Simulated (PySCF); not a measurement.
# MoH2O4 (molybdic acid) at 5 levels

Aim: a comparison of 5 runs (BLYP/def2-SVP, SVWN5/def2-SVP, TPSS/def2-SVP, revPBE/def2-SVP, CCSD(T)/def2-SVP) of MoH2O4 (molybdic acid). The job is set up through a Python script.

The calculation is run with PySCF 2.14.0.

**1. The molecule**

MoH2O4: 7 atoms, total charge 0, spin state singlet. SMILES: `[O]=[Mo](=[O])([OH])[OH]`. Geometry: relaxed at PBE0-D4/def2-TZVP. This is one conformer, not always the lowest.

Bond lengths: O1–Mo2 1.675 Å, Mo2–O3 1.675 Å, Mo2–O4 1.869 Å, Mo2–O5 1.869 Å, O4–H6 0.961 Å, O5–H7 0.961 Å. Angles: O1–Mo2–O3 109.2°, O1–Mo2–O4 108.8°, O1–Mo2–O5 110.0°, O3–Mo2–O4 110.0°, O3–Mo2–O5 108.8°, O4–Mo2–O5 110.1°, Mo2–O4–H6 123.2°, Mo2–O5–H7 123.3°.

**2. A single-point energy at BLYP/def2-SVP (core potential) (run 1)**

calc.py

```python
# [O]=[Mo](=[O])([OH])[OH]
from pyscf import gto, dft

mol = gto.Mole()
mol.atom = '''
O    0.052590  -1.899690  -0.237080
Mo   0.095070  -0.287340   0.216430
O    0.633380  -0.173900   1.799000
O   -1.628350   0.423020   0.074620
O    1.271080   0.657000  -0.888140
H   -2.030050   0.970480   0.754330
H    1.606280   0.310450  -1.719170
'''
mol.verbose = 3
mol.ecp = {'Mo': 'def2-svp'}
mol.max_memory = 1860
mol.basis = 'def2-svp'
mol.build()

ks = dft.RKS(mol)
ks.xc = 'blyp'
ks.conv_tol = 1e-10
ks.grids.level = 5
ks.kernel()
if not ks.converged:
    ks = ks.newton().run(ks.mo_coeff, ks.mo_occ)

e_final = ks.e_tot
print('E = %.10f Eh' % e_final)
```

Run with:

```bash
$ OMP_NUM_THREADS=1 python calc.py
```

Log:

```text
converged SCF energy = -370.199016069192
E = -370.1990160692 Eh
```

It took 32 s on 1 thread of Intel Xeon at 2.70GHz, shared host; peak memory 0.5 GiB.

**3. A single-point energy at SVWN5/def2-SVP (core potential) (run 2)**

geometry.xyz

```xyz
7

O      0.052590    -1.899690    -0.237080
Mo     0.095070    -0.287340     0.216430
O      0.633380    -0.173900     1.799000
O     -1.628350     0.423020     0.074620
O      1.271080     0.657000    -0.888140
H     -2.030050     0.970480     0.754330
H      1.606280     0.310450    -1.719170
```

input.py

```python
from pyscf import gto, dft

mol = gto.Mole()
mol.atom = 'geometry.xyz'
mol.ecp = {'Mo': 'def2-svp'}
mol.basis = 'def2-svp'
mol.spin = 0
mol.verbose = 3
mol.max_memory = 1860
mol.build()

ks = dft.RKS(mol)
ks.xc = 'svwn'
ks.conv_tol = 1e-10
ks.grids.level = 5
ks.kernel()
if not ks.converged:
    ks = ks.newton().run(ks.mo_coeff, ks.mo_occ)

e_tot = ks.e_tot
print('E(%s) = %.9f' % ('SVWN5', e_tot))
```

Run with:

```bash
$ OMP_NUM_THREADS=1 python input.py
```

Log:

```text
converged SCF energy = -368.025521852073
E(SVWN5) = -368.025521852
```

It took 16 s on 1 thread of Intel Xeon at 2.70GHz, shared host; peak memory 0.33 GiB.

Run 3 isn't shown in full; the table further down has it.

**4. The energy at revPBE/def2-SVP (core potential) (run 4)**

job.py

```python
from pyscf import gto, dft

system = gto.M(
    atom=[
    ('O', (0.052590, -1.899690, -0.237080)),
    ('Mo', (0.095070, -0.287340, 0.216430)),
    ('O', (0.633380, -0.173900, 1.799000)),
    ('O', (-1.628350, 0.423020, 0.074620)),
    ('O', (1.271080, 0.657000, -0.888140)),
    ('H', (-2.030050, 0.970480, 0.754330)),
    ('H', (1.606280, 0.310450, -1.719170)),
],
    verbose=3,
    max_memory=1860,
    spin=0,
    basis='def2-svp',
    ecp={'Mo': 'def2-svp'},
)

mf = dft.RKS(system)
mf.xc = 'revpbe'
mf.grids.level = 5
mf.conv_tol = 1e-10
mf.kernel()
if not mf.converged:
    mf = mf.newton().run(mf.mo_coeff, mf.mo_occ)

etot = mf.e_tot
print('E = %.10f Eh' % etot)
```

Run with:

```bash
$ OMP_NUM_THREADS=1 python job.py
```

Log:

```text
converged SCF energy = -370.219015880615
E = -370.2190158806 Eh
```

It took 30 s on 1 thread of Intel Xeon at 2.70GHz, shared host; peak memory 0.5 GiB.

**5. The energy at CCSD(T)/def2-SVP (core potential) (run 5)**

geometry.xyz is that of step 3.

run.py

```python
from pyscf import gto, cc

system = gto.Mole()
system.atom = 'geometry.xyz'
system.spin = 0
system.max_memory = 1860
system.basis = 'def2-svp'
system.verbose = 3
system.ecp = {'Mo': 'def2-svp'}
system.build()

mf = system.RHF()
mf.conv_tol = 1e-10
mf.kernel()
if not mf.converged:
    mf = mf.newton().run(mf.mo_coeff, mf.mo_occ)

mycc = cc.CCSD(mf, frozen=4)
mycc.kernel()
e_t = mycc.ccsd_t()
energy = mycc.e_tot + e_t
print('E = %.10f Eh' % energy)
```

Run with:

```bash
$ OMP_NUM_THREADS=1 python run.py
```

Log:

```text
converged SCF energy = -367.946697656349
E(CCSD) = -369.0902670455787  E_corr = -1.143569389229772
CCSD(T) correction = -0.0605518090115527
E = -369.1508188546 Eh
```

It took 98 s on 1 thread of Intel Xeon at 2.70GHz, shared host; peak memory 0.79 GiB.

**6. All runs side by side**

| run | level | integration grid | frozen core orbitals | energy (Eh) | dipole moment (D) of the reference | HOMO energy (eV) | LUMO energy (eV) | wall time |
| --- | --- | --- | --- | --- | --- | --- | --- | --- |
| 1 | BLYP/def2-SVP (core potential) | 5 | – | -370.199016 | 2.54 | -7.23 | -2.66 | 32 s |
| 2 | SVWN5/def2-SVP (core potential) | 5 | – | -368.025522 | 2.64 | -7.59 | -2.96 | 16 s |
| 3 | TPSS/def2-SVP (core potential) | 5 | – | -370.279482 | 2.57 | -7.51 | -2.77 | 44 s |
| 4 | revPBE/def2-SVP (core potential) | 5 | – | -370.219016 | 2.52 | -7.33 | -2.73 | 30 s |
| 5 | CCSD(T)/def2-SVP (core potential) | – | 4 | -369.150819 | 2.77 | -13.47 | 1.22 | 98 s |

**7. Outcome**

| quantity | value |
| --- | --- |
| run 5: total energy | -369.15082 Eh |
| run 5: dipole moment (Hartree–Fock density) | 2.77 D |
| run 5: HOMO energy (Hartree–Fock orbitals) | -13.47 eV |
| run 5: LUMO energy (Hartree–Fock orbitals) | 1.22 eV |
| run 5: HOMO–LUMO gap (Hartree–Fock orbitals) | 14.69 eV |
| run 5: correlation energy (4 core orbitals frozen) | -1204.1 mEh |
| run 5: (T) correction | -60.55 mEh |
| run 5: T1 diagnostic | 0.024 |

What this shows: Over runs 1, 2, 3, 4 the dipole moment (its size) runs from 2.52 D (revPBE/def2-SVP) to 2.64 D (SVWN5/def2-SVP). Over runs 1, 2, 3, 4 the HOMO–LUMO gap runs from 4.57 eV (BLYP/def2-SVP) to 4.75 eV (TPSS/def2-SVP). Totals of different functionals can't be ranked against each other. All runs together took 3.6 min, the longest 98 s.
